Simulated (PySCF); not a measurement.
# WF3: relaxation and vibrations of the quartet

Aim: relax WF3 as a quartet from a T-shaped start, check by its vibrations whether the end is a minimum, and collect its spectrum and constants.

The runs use PySCF 2.14.0; PBE, basis W def2-SVP with ECP60, F def2-SVP, scalar-relativistic core potentials, no spin–orbit coupling, density fitting.

## 1. The starting structure

4 atoms, charge 0, spin multiplicity 4.

Bond lengths: W1–F2 2.010 Å, W1–F3 2.010 Å, W1–F4 2.010 Å. Angles: F2–W1–F3 88.0°, F2–W1–F4 88.0°, F3–W1–F4 176.0°.

Z-matrix (Å, degrees; charge 0 multiplicity 4):
```
W
F  1 2.0100
F  1 2.0100 2 88.00
F  1 2.0100 2 88.00 3 180.00
```

## 2. Finding the electronic state

One driver script runs all steps and calls PySCF; scf.py shows how it sets up the SCF of each step. The optimiser is the driver's own. After this first run the driver tries any further starts and a stability analysis.

scf.py reads:

```python
from pyscf import gto, scf, dft
mol = gto.M(atom='''
W      0.000000     0.000000     0.000000
F      0.000000     0.000000     2.010000
F      2.008800     0.000000     0.070100
F     -2.008800     0.000000     0.070100''',
    basis={'W': 'def2-SVP', 'F': 'def2-SVP'},
    ecp={'W': 'def2-SVP'},
    charge=0, spin=3)
mf = dft.UKS(mol, xc='PBE')
mf.grids.atom_grid = (50, 194)
aux = {'W': 'def2-universal-JKFIT', 'F': 'def2-universal-JKFIT'}
mf = mf.density_fit(auxbasis=aux)
mf.conv_tol = 1e-08
mf.diis_space = 10
mf.max_cycle = 60
mf.init_guess = 'minao'
mf.verbose = 4
mf.kernel()
```

On the command line:

```console
OMP_NUM_THREADS=2 python axn.py task.json out
```

Log:

```text
init E= -353.95620971619
[... the frontier-level lines of each cycle are left out ...]
cycle= 1 E= -365.863773252285  delta_E= -11.9  |g|= 0.881  |ddm|= 5.04
cycle= 2 E= -354.674187621352  delta_E= 11.2  |g|= 4.54  |ddm|= 3.73
cycle= 3 E= -365.9153612398  delta_E= -11.2  |g|= 0.758  |ddm|= 3.51
cycle= 4 E= -365.929548002805  delta_E= -0.0142  |g|= 0.821  |ddm|= 1.71
cycle= 5 E= -366.164913192398  delta_E= -0.235  |g|= 0.165  |ddm|= 0.488
cycle= 6 E= -366.172737176554  delta_E= -0.00782  |g|= 0.12  |ddm|= 0.206
cycle= 7 E= -366.178369780938  delta_E= -0.00563  |g|= 0.0212  |ddm|= 0.0919
cycle= 8 E= -366.178566963986  delta_E= -0.000197  |g|= 0.00444  |ddm|= 0.0205
cycle= 9 E= -366.178573941203  delta_E= -6.98e-06  |g|= 0.00125  |ddm|= 0.00361
cycle= 10 E= -366.178574689905  delta_E= -7.49e-07  |g|= 0.000105  |ddm|= 0.00119
cycle= 11 E= -366.178574695615  delta_E= -5.71e-09  |g|= 4.54e-05  |ddm|= 0.000136
Extra cycle  E= -366.178574686014  delta_E= 9.6e-09  |g|= 0.000163  |ddm|= 0.000157
converged SCF energy = -366.178574686014  <S^2> = 3.7622429  2S+1 = 4.0061168
```

This step, with its further starts and checks, took 10 s on 2 threads of Intel Xeon 6975P-C (Granite Rapids), shared host.

The starts that the driver tried:

| start | energy (Eh) |
| --- | --- |
| the minimal-basis guess | -366.178575 |
| a thermally smeared density | -366.178575 |
| a smeared PBE density | -366.178575 |

No lower solution of this spin turned up from the other starts or in the test of internal stability.

## 3. Relaxation: T-shaped start, quartet

The program finds C2v symmetry in the start, which this walk keeps. The walk stops when the largest gradient is under 0.0003 Eh/bohr and the energy has settled too.

Edit scf.py of step 2 so:

```diff
@@ -3,4 +3,4 @@
-W      0.000000     0.000000     0.000000
-F      0.000000     0.000000     2.010000
-F      2.008800     0.000000     0.070100
-F     -2.008800     0.000000     0.070100''',
+W      0.000000     0.000000    -0.169541
+F      0.000000     0.000000     1.840459
+F      2.008800     0.000000    -0.099441
+F     -2.008800     0.000000    -0.099441''',
@@ -17 +16,0 @@
-mf.init_guess = 'minao'
```

Steps of the walk:

| step | energy (Eh) | change (kJ/mol) | largest symmetric gradient (Eh/bohr) |
| --- | --- | --- | --- |
| 0 | -366.178575 | 0.00 | 0.09201 |
| 1 | -366.205400 | -70.43 | 0.03395 |
| 2 | -366.215166 | -96.07 | 0.03130 |
| 3 | -366.226830 | -126.70 | 0.05443 |
| 4 | -366.235453 | -149.33 | 0.01767 |
| 5 | -366.238923 | -158.45 | 0.00608 |
| 6 | -366.239117 | -158.95 | 0.00710 |
| 7 | -366.239181 | -159.12 | 0.00351 |
| 8 | -366.239189 | -159.14 | 0.00049 |
| 9 | -366.239190 | -159.14 | 0.00016 |

The walk took 16 s.

Positions (Å) and forces (eV/Å) along the way:

```
step 0
W    0.000   0.000  -0.170   0.000   0.000   4.731
F    0.000   0.000   1.840   0.000   0.000  -3.329
F    2.009   0.000  -0.099  -2.356   0.000  -0.701
F   -2.009   0.000  -0.099   2.356   0.000  -0.701
step 1
W    0.000   0.000  -0.064   0.000   0.000   1.746
F    0.000   0.000   1.801   0.000   0.000  -0.407
F    1.922   0.000  -0.133  -0.346   0.000  -0.669
F   -1.922   0.000  -0.133   0.346   0.000  -0.669
step 5
W    0.000   0.000   0.342   0.000   0.000  -0.132
F    0.000   0.000   2.221   0.000   0.000  -0.011
F    1.674   0.000  -0.545  -0.312   0.000   0.071
F   -1.674   0.000  -0.545   0.312   0.000   0.071
step 9
W    0.000   0.000   0.363   0.000   0.000   0.005
F    0.000   0.000   2.245   0.000   0.000  -0.008
F    1.636   0.000  -0.568  -0.003   0.000   0.001
F   -1.636   0.000  -0.568   0.003   0.000   0.001
```

End point (D3h, 9 steps, 159.1 kJ/mol gained): W–F 1.883 Å (×3); F–W–F 119.7° (×2), F–W–F 120.7°.

## 4. Is it a minimum? Harmonic modes

The point is checked on the finer grid, and tightened if its gradient asks for it. The Hessian and the dipole derivatives come from central differences of analytic gradients, with steps of 0.02 bohr.

Edit scf.py of step 3 so:

```diff
@@ -3,4 +3,4 @@
-W      0.000000     0.000000    -0.169541
-F      0.000000     0.000000     1.840459
-F      2.008800     0.000000    -0.099441
-F     -2.008800     0.000000    -0.099441''',
+W      0.000000     0.000000     0.000000
+F      0.000000     0.000000     1.882952
+F      1.630684     0.000000    -0.941476
+F     -1.630684     0.000000    -0.941476''',
@@ -11 +11 @@
-mf.grids.atom_grid = (50, 194)
+mf.grids.atom_grid = (75, 302)
@@ -14 +14 @@
-mf.conv_tol = 1e-08
+mf.conv_tol = 1e-10
```

The driver hands on the density of the step before, so the log starts near convergence.

SCF at the final geometry:

```text
init E= -366.239222947375
[... the frontier-level lines of each cycle are left out ...]
cycle= 1 E= -366.239222947371  delta_E= 4.89e-12  |g|= 4.17e-06  |ddm|= 4.55e-06
Extra cycle  E= -366.239222947321  delta_E= 4.94e-11  |g|= 1.2e-05  |ddm|= 1.19e-05
converged SCF energy = -366.239222947321  <S^2> = 3.7555507  2S+1 = 4.0027744
```

The whole step took 18 s.

Geometry: D3h; W–F 1.883 Å (×3); F–W–F 120.0° (×3).

Harmonic modes (main isotopes):

```json
{"symmetry": "a2''", "ω (cm⁻¹)": "152", "IR (km/mol)": "6.6", "type": "bend"}
{"symmetry": "e'", "ω (cm⁻¹)": "159", "IR (km/mol)": "7.6", "type": "bend"}
{"symmetry": "a1'", "ω (cm⁻¹)": "683", "IR (km/mol)": "0.0", "type": "stretch"}
{"symmetry": "e'", "ω (cm⁻¹)": "687", "IR (km/mol)": "227", "type": "stretch"}
```

Every mode is real; the point is a minimum.

Properties at this point:

| Item | Value |
| --- | --- |
| Dipole moment | 0.00 D |
| Highest occupied level | -4.87 eV |
| Lowest empty level | -3.77 eV |
| Rotational constants | 0.1668, 0.1668, 0.08342 cm⁻¹ |
| Zero-point energy | 15.1 kJ/mol |
| Principal polarisabilities | 34.2, 34.2, 34.6 bohr³ |
| Atomisation energy without zero-point energy | 1789 kJ/mol |
| Principal traceless quadrupole moments about the centre of mass | -2.60, -2.60, 5.20 D Å |
| Entropy at 298.15 K and 1 bar (electronic part: spin only) | 319.5 J/(mol K) |
| Heat capacity Cp at 298.15 K | 67.8 J/(mol K) |
| Enthalpy at 298.15 K above 0 K | 15.83 kJ/mol |
| Rotational symmetry number | 6 |
| Spin squared ⟨S²⟩ | 3.756 |

Charges (e) and bond orders:

| atom | Mulliken | Löwdin | polar tensor | spin (Mulliken) | Mayer order to W1 |
| --- | --- | --- | --- | --- | --- |
| W1 | 0.86 | 0.34 | 1.53 | 2.90 | – |
| F2,3,4 | -0.29 | -0.11 | -0.51 | 0.03 | 1.15 |

Outer orbital energies (eV). α occupied: -10.81, -10.18, -10.18, -10.16, -10.02, -6.30, -4.87, -4.87; empty: -2.38, -2.38, -1.09, -0.77. β occupied: -11.57, -11.57, -10.28, -10.28, -10.15, -10.15, -10.00, -9.85; empty: -3.77, -2.61, -2.61, -1.51.

Mulliken populations on W1 (outside its core potential): s 2.62, p 6.26, d 4.15, f 0.11.

## 5. Outcome

| quantity | value |
| --- | --- |
| minimum | quartet, D3h |
| geometry | W–F 1.883 Å (×3); F–W–F 120.0° (×3) |
| wavenumbers (cm⁻¹) | 152 (a2''), 159 (e'), 683 (a1'), 687 (e') |
| dipole moment | 0.00 D |
| highest occupied, lowest empty level (either spin) | -4.87, -3.77 eV |
| polar-tensor charge of W1 | +1.53 e |
| zero-point energy | 15.1 kJ/mol |
| entropy at 298.15 K | 319.5 J/(mol K) |
| atomisation energy (no zero-point energy) | 1789 kJ/mol |
| ⟨S²⟩ | 3.756 |

From C2v at the start the molecule goes to a D3h minimum. The strongest infrared band lies at 687 cm⁻¹ (e', stretch). The dipole vanishes although W1 carries +1.5 e by the polar tensor: the bond dipoles cancel. Most of the spin sits on W1 (Mulliken spin 2.90, against 3 for the whole molecule). Only this shape and spin were tried, so other structures or states may lie lower. Open d and f shells are described by one determinant, and the ground state may have another occupation or spin. With an element this heavy the missing spin–orbit coupling can shift these numbers.

The search up to here took 44 s.
